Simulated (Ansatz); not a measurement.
# F3H2InS: up Jacob's ladder to CCSD(T)

An exercise on one series of results from a longer session: the logs are not shown, and one member is left open.

The runs use Ansatz 0.2.0, Gaussian basis; functionals in def2-TZVPP, the program's frozen cores in correlated methods.

Levels to be run: LDA (SPW92), PBE-D4, revPBE-D4, BLYP-D4, r2SCAN-D4, B97M-V, PBE0-D4, B3LYP-D4, r2SCANh-D4, r2SCAN0-D4, HSE06-D4, BHLYP-D4, CAM-B3LYP-D4, LC-ωPBE, ωB97X-V, ωB97M-V, B2PLYP, PBE-QIDH; CCSD(T)/def2-SVP; CCSD(T)/def2-TZVPP; MP2/def2-QZVPP; extrapolation to the limit; RPA on PBE.

## The geometry

An earlier PBE0-D4 in a triple-zeta def2 set relaxation fixed the geometry. In takes the def2 core potential; no spin-orbit term is included.

SMILES `[F][In-]([F])([F])[SH2+]`, 7 atoms, charge 0, spin multiplicity 1.

Atoms are counted from 1 here; the program's logs count them from 0.

Bond lengths: F1–In2 1.933 Å, In2–F3 1.946 Å, In2–F4 1.946 Å, In2–S5 2.676 Å, S5–H6 1.347 Å, S5–H7 1.347 Å. Angles: F1–In2–F3 119.1°, F1–In2–F4 119.2°, F1–In2–S5 107.7°, F3–In2–F4 116.8°, F3–In2–S5 92.0°, F4–In2–S5 92.2°, In2–S5–H6 88.9°, In2–S5–H7 89.0°, H6–S5–H7 93.1°.

Set-up of the first run:

in.yaml reads:

```yaml
crystal:
  periodic: [false, false, false]
  atoms:
    - {symbol: F, position_ang: [1.283224, -1.699945, 1.638177]}
    - {symbol: In, position_ang: [0.094480, -1.048966, 0.259978]}
    - {symbol: F, position_ang: [-1.805489, -0.884044, 0.648785]}
    - {symbol: F, position_ang: [0.591996, -1.277599, -1.607484]}
    - {symbol: S, position_ang: [0.390070, 1.607414, 0.120012]}
    - {symbol: H, position_ang: [-0.951673, 1.729828, 0.116368]}
    - {symbol: H, position_ang: [0.458590, 1.505312, -1.221633]}
basis:
  gaussian: {orbitals: def2-TZVPP}
hamiltonian: {xc: lda}
output: {orbitals: {seedname: orbitals}}
```

The run is started by

```
ansatz run in.yaml --threads 4 --pin off --events-out ev --progress --plain --max-ram 10444MiB
```

Steps of the session up to this table: LDA; PBE-D4 (GGA); revPBE-D4 (GGA); BLYP-D4 (GGA); r2SCAN-D4 (meta-GGA); B97M-V (meta-GGA); PBE0-D4 (hybrid); B3LYP-D4 (hybrid); r2SCANh-D4 (hybrid); r2SCAN0-D4 (hybrid); HSE06-D4 (hybrid); BHLYP-D4 (hybrid); CAM-B3LYP-D4 (range-separated); LC-ωPBE (range-separated); ωB97X-V (range-separated); ωB97M-V (range-separated); B2PLYP (double hybrid); PBE-QIDH (double hybrid).

One table of the session follows, with a row left open; its other results are not shown here.

It belongs to the step «Orbital energies across the functionals». 

| functional | HOMO (eV) | LUMO (eV) | gap (eV) |
| --- | --- | --- | --- |
| LDA (SPW92) | -8.48 | -3.48 | 5.01 |
| PBE-D4 | -8.26 | -3.08 | 5.18 |
| revPBE-D4 | -8.18 | -2.92 | 5.26 |
| BLYP-D4 | -8.16 | -3.07 | 5.08 |
| r2SCAN-D4 | -8.66 | -2.82 | 5.84 |
| B97M-V | -8.76 | -2.90 | 5.85 |
| PBE0-D4 | -9.85 | -2.14 | 7.72 |
| B3LYP-D4 | -9.59 | -2.51 | 7.08 |
| r2SCANh-D4 | ? | ? | ? |
| r2SCAN0-D4 | -10.12 | -1.98 | 8.13 |
| HSE06-D4 | -9.45 | -2.51 | 6.94 |
| BHLYP-D4 | -11.21 | -1.27 | 9.95 |
| CAM-B3LYP-D4 | -11.23 | -1.21 | 10.02 |
| LC-ωPBE | -12.57 | 0.20 | 12.77 |
| ωB97X-V | -12.22 | 0.03 | 12.25 |
| ωB97M-V | -12.08 | -0.16 | 11.92 |

Q: Estimate the row for r2SCANh-D4 from the others.

Worked estimate for «HOMO (eV)». Against the share of exact exchange, r2SCAN-D4 (0, -8.66), r2SCAN0-D4 (0.25, -10.12) give a slope of -5.84 per unit share; at 0.1 the line stands at -9.24.

The run gave: HOMO (eV): -9.26; LUMO (eV): -2.48; gap (eV): 6.77. In «HOMO (eV)» the line misses by +0.02.
